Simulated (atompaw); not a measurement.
**Ga: generating and testing a PAW (atompaw) potential**

Do these settings give a usable potential? It is generated, then checked for scattering, ghosts and hardness.

Method: atompaw 4.2.0.5, PBE, scalar-relativistic.

## 1. The design

Typed settings, in words:

```json
{"element": "gallium (Ga, Z = 31)", "type": "PAW", "frozen core": "[Ar] 3d10", "valence charge": "3", "reference configuration": "4s1.5 4p1.5", "partial waves": "4s (bound): rc 2.05 bohr; 4s channel at -0.4 Ry: rc 2.05 bohr; 4p (bound): rc 1.70 bohr; 4p channel at 0.95 Ry: rc 1.70 bohr; 4d channel at 0.05 Ry: rc 2.05 bohr; 4d channel at 0.95 Ry: rc 2.05 bohr", "local potential": "troulliermartins scheme with l = 3 at 0 Ry, radius 1.50 bohr", "core correction": "smooth core density matched at 1.50 bohr", "augmentation charge": "besselshape compensation charge, radius 1.50 bohr; PAW radius 2.05 bohr; waves and projectors: custom rrkj gramschmidtortho"}
```

An earlier all-electron run gives the scale for the radii.

All-electron outer shells of the reference configuration (PBE, scalar-relativistic, ld1.x):

```json
{"shell": "3p", "level (eV)": "-99.85", "outermost node (bohr)": "0.24", "outermost maximum (bohr)": "0.56"}
{"shell": "3d", "level (eV)": "-20.12", "outermost node (bohr)": "–", "outermost maximum (bohr)": "0.53"}
{"shell": "4s", "level (eV)": "-9.52", "outermost node (bohr)": "0.81", "outermost maximum (bohr)": "1.87"}
{"shell": "4p", "level (eV)": "-2.98", "outermost node (bohr)": "0.87", "outermost maximum (bohr)": "2.50"}
```

## 2. Generation

Ga.input reads:

```
Ga 31
GGA-PBE scalarrelativistic loggrid 1500 logderivrange -3 5 201
4 4 3 0 0 0
4 0 1.5
4 1 1.5
0 0 0
c
c
c
v
c
c
v
c
2
2.05 1.50 1.50 1.50
y
-0.4
n
y
0.95
n
y
0.05
y
0.95
n
custom rrkj gramschmidtortho besselshape
3 0 troulliermartins
2.05
2.05
1.70
1.70
2.05
2.05
PWSCFOUT
UPFDX 0.0125d0 UPFXMIN -7.d0 UPFZMESH 31.d0
END
```

On the command line:

```bash
$ atompaw < Ga.input > Ga.log
```

**Question.** What will these runs give? Wanted: cutoffs for 10 and 1 mRy, occupied levels; bound ghosts; largest phase difference near zero energy, channels read; lowest eigenvalue of the overlap; share of valence orbitals outside the PAW sphere; UPF file.

The runs gave:

| quantity | value |
| --- | --- |
| cutoffs for 10 and 1 mRy, occupied levels | 6 Ry or less and 15 Ry |
| bound ghosts | d at -19.65 eV, s at -11.10 eV, p at -10.52 eV |
| largest phase difference near zero energy, channels read | 3.141 rad |
| lowest eigenvalue of the overlap (Bessel basis) | 0.273 (s) |
| share of valence orbitals outside the PAW sphere | 4s 56 %, 4p 81 % |
| UPF file | written |

**Reading.** It has a bound ghost (d, s, p), a state that the atom doesn't have, and that rules the file out. Close by lies the frozen 3d level (-20.1 eV). The potential is soft on the atom: the looser tolerance needs 6 Ry or less. The slowest occupied level is 4p: taken alone it needs 15 Ry to come within 1 mRy, against 6 Ry or less for 4s. Of the channels read, s scatters worst near zero energy, by up to 3.14 rad (at the energies tabulated). A step near π is an extra or missing state, not a misfit of shape. The pseudo curves have poles with no partner nearby in the atom's: s at -0.82 Ry, p at -0.78 Ry.
